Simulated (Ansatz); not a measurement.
# Si: the cost of one run

Program: Ansatz 0.2.0. Level of theory: DFT r2SCAN, scalar-relativistic, plane waves, PAW. These are calculated values, not measurements.

**1. Starting point**

It takes space group Fd-3m (No. 227, cubic). Conventional cell: a = 5.444 Å, b = 5.444 Å, c = 5.444 Å, α = 90.00°, β = 90.00°, γ = 90.00°. Around Si (site symmetry -43m) lie 4 Si at 2.36 Å.

Coordinates:

```cif
data_structure
_symmetry_space_group_name_H-M 'Fd-3m:1'
_symmetry_Int_Tables_number 227
_cell_length_a 5.4442
_cell_length_b 5.4442
_cell_length_c 5.4442
_cell_angle_alpha 90.000
_cell_angle_beta 90.000
_cell_angle_gamma 90.000
_cell_volume 161.36
loop_
_atom_site_label
_atom_site_type_symbol
_atom_site_symmetry_multiplicity
_atom_site_Wyckoff_symbol
_atom_site_fract_x
_atom_site_fract_y
_atom_site_fract_z
_atom_site_occupancy
Si1 Si 8 a 0.00000 0.00000 0.00000 1
```

**2. Relaxing the atoms: Si, no spin**

File input.yaml:

```yaml
crystal:
  lattice:
    - [5.4442181012, 0.0, 0.0]
    - [0.0, 5.4442181012, 0.0]
    - [0.0, 0.0, 5.4442181012]
  atoms:
    - { symbol: Si, position: [0.0, 0.0, 0.0] }
    - { symbol: Si, position: [0.0, 0.5, 0.5] }
    - { symbol: Si, position: [0.5, 0.0, 0.5] }
    - { symbol: Si, position: [0.5, 0.5, 0.0] }
    - { symbol: Si, position: [0.25, 0.25, 0.25] }
    - { symbol: Si, position: [0.25, 0.75, 0.75] }
    - { symbol: Si, position: [0.75, 0.25, 0.75] }
    - { symbol: Si, position: [0.75, 0.75, 0.25] }
scf:
  occupations: { method: fixed }
output:
  forces: true
  stress: true
  eigenvalues: true
hamiltonian:
  xc: r2scan
kpoints:
  mp_grid: { grid: [6, 6, 6] }
relax:
  f_tol: 0.003
```

Command:

```console
$ ansatz run input.yaml --threads 8 --pin off --max-ram 24576MiB --backend cpu --events-out ev --progress --plain --runs-dir out
```

Q: Estimate wall time and peak memory on 8 threads of Arm Neoverse V2, shared host.

About 2.9 s, with a peak of 0.86 GiB.
